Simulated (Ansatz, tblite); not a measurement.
# The cluster Ni2H4−: a ladder of methods and basis sets

One table from this session's results is given with a row withheld; the runs are named, their logs left out.

The runs use Ansatz 0.2.0, Gaussian basis; as each input shows.

Plan: GFN1-xTB, GFN2-xTB, PBE-D4/def2-TZVPD, r2SCAN-D4/def2-TZVPD, HSE06-D4/def2-TZVPD, ωB97M-V/def2-TZVPD, B3LYP-D4/def2-TZVPD, BHLYP-D4/def2-TZVPD, LDA/def2-TZVPD, LC-ωPBE(0.10)/def2-TZVPD, LC-ωPBE(0.15)/def2-TZVPD, LC-ωPBE(0.20)/def2-TZVPD, LC-ωPBE(0.30)/def2-TZVPD, PBE-D4/def2-SVPD, PBE0-D4/def2-SVPD, HF/STO-3G, HF/6-31G, B3LYP-D4/6-31G, CCSD(T)/def2-TZVPD, RPA/def2-TZVPD.

2 further runs of the same task are left out: 1 that didn't finish, 1 set aside as unsound or not needed.

### The geometry

The geometry is that of the doublet, from an earlier relaxation (PBE-D4/def2-TZVPD). At that level it is the lowest of the isomers that a small search found.

6 atoms, charge -1, spin multiplicity 2.

Bond lengths: Ni1–Ni2 2.364 Å, Ni1–H3 1.551 Å, Ni1–H5 1.574 Å, Ni1–H6 1.658 Å, Ni2–H4 1.551 Å, Ni2–H5 1.574 Å, Ni2–H6 1.658 Å. Angles: Ni2–Ni1–H3 142.1°, Ni2–Ni1–H5 41.3°, Ni2–Ni1–H6 44.5°, H3–Ni1–H5 109.1°, H3–Ni1–H6 172.1°, H5–Ni1–H6 78.8°, Ni1–Ni2–H4 142.0°, Ni1–Ni2–H5 41.3°, Ni1–Ni2–H6 44.5°, H4–Ni2–H5 109.1°, H4–Ni2–H6 172.1°, H5–Ni2–H6 78.8°, Ni1–H5–Ni2 97.3°, Ni1–H6–Ni2 91.0°.

Geometry (Å):

```xyz
6

Ni   -1.1706   -0.1912   -0.2429
Ni    1.1873   -0.2246   -0.0773
H    -2.3929    0.7552   -0.1125
H     2.4052    0.6877    0.2244
H    -0.0494    0.2751    0.7592
H     0.0203   -1.3022   -0.5508
```

No spin-orbit coupling is included. The ion is computed in the gas phase, without counter-ions or solvent.

PBE0-D4/def2-TZVPD was run before; its log isn't repeated, and its numbers join the tables.

The first run:

Tight binding, by tblite at 300 K electronic temperature and without a spin-polarisation term:

```python
tblite.interface.Calculator('GFN1-xTB', numbers, positions, charge=-1, uhf=1).singlepoint()
```

Tight binding, by tblite at 300 K electronic temperature and without a spin-polarisation term:

```python
tblite.interface.Calculator('GFN2-xTB', numbers, positions, charge=-1, uhf=1).singlepoint()
```

start.molden holds the orbitals of an earlier run on this state, given as this run's starting guess.

in.yaml reads:

```yaml
crystal:
  periodic: [false, false, false]
  atoms:
    - {symbol: Ni, position_ang: [-1.170644, -0.191207, -0.242938]}
    - {symbol: Ni, position_ang: [1.187316, -0.224575, -0.077275]}
    - {symbol: H, position_ang: [-2.392894, 0.755225, -0.112494]}
    - {symbol: H, position_ang: [2.405238, 0.687653, 0.224376]}
    - {symbol: H, position_ang: [-0.049355, 0.275137, 0.759164]}
    - {symbol: H, position_ang: [0.020339, -1.302233, -0.550833]}
basis:
  gaussian: {orbitals: def2-TZVPD, initial_orbitals: start.molden}
total_charge: -1
magnetization: {spin_polarized: true, initial_magnetization: 1}
hamiltonian: {xc: pbe, dispersion: d4}
scf: {omitted_lower_state_checks: [starts]}
output: {forces: true, orbitals: {seedname: orbitals}}
```

Command:

```
> ansatz run in.yaml --threads 4 --pin off --events-out ev --progress --plain --max-ram 3916MiB
```

Among the steps run: PBE-D4/def2-TZVPD; r2SCAN-D4/def2-TZVPD; HSE06-D4/def2-TZVPD; ωB97M-V/def2-TZVPD; B3LYP-D4/def2-TZVPD; BHLYP-D4/def2-TZVPD; LDA/def2-TZVPD; LC-ωPBE(0.10)/def2-TZVPD; LC-ωPBE(0.15)/def2-TZVPD; LC-ωPBE(0.20)/def2-TZVPD; LC-ωPBE(0.30)/def2-TZVPD; PBE-D4/def2-SVPD; PBE0-D4/def2-SVPD; HF/STO-3G; HF/6-31G; B3LYP-D4/6-31G; CCSD(T)/def2-TZVPD; RPA/def2-TZVPD.

One table of the session follows, with a row left open; its other results are not shown here.

| level | LUMO (eV) | gap (eV) |
| --- | --- | --- |
| HF/STO-3G | ? | ? |
| HF/6-31G | 5.46 | 5.40 |
| LDA/def2-TZVPD | 0.42 | 0.22 |
| PBE-D4/def2-SVPD | 0.93 | 0.41 |
| PBE-D4/def2-TZVPD | 0.83 | 0.46 |
| r2SCAN-D4/def2-TZVPD | 1.11 | 0.82 |
| B3LYP-D4/6-31G | 2.00 | 1.99 |
| B3LYP-D4/def2-TZVPD | 1.84 | 2.43 |
| PBE0-D4/def2-SVPD | 2.34 | 2.76 |
| PBE0-D4/def2-TZVPD | 2.34 | 2.99 |
| HSE06-D4/def2-TZVPD | 1.98 | 2.22 |
| BHLYP-D4/def2-TZVPD | 3.22 | 4.91 |
| ωB97M-V/def2-TZVPD | 3.67 | 6.66 |
| LC-ωPBE(0.10)/def2-TZVPD | 2.22 | 3.34 |
| LC-ωPBE(0.15)/def2-TZVPD | 2.83 | 4.53 |
| LC-ωPBE(0.20)/def2-TZVPD | 3.38 | 5.55 |
| LC-ωPBE(0.30)/def2-TZVPD | 3.83 | 6.91 |

**Question.** Estimate the row for HF/STO-3G.

As computed: LUMO (eV): 8.92; gap (eV): 6.36. In the column «LUMO (eV)» it is the highest.

Limits of these values: Doubts: large T1 diagnostic, spin contamination. Notes on CCSD(T)/def2-TZVPD: large T1 diagnostic, spin contamination.
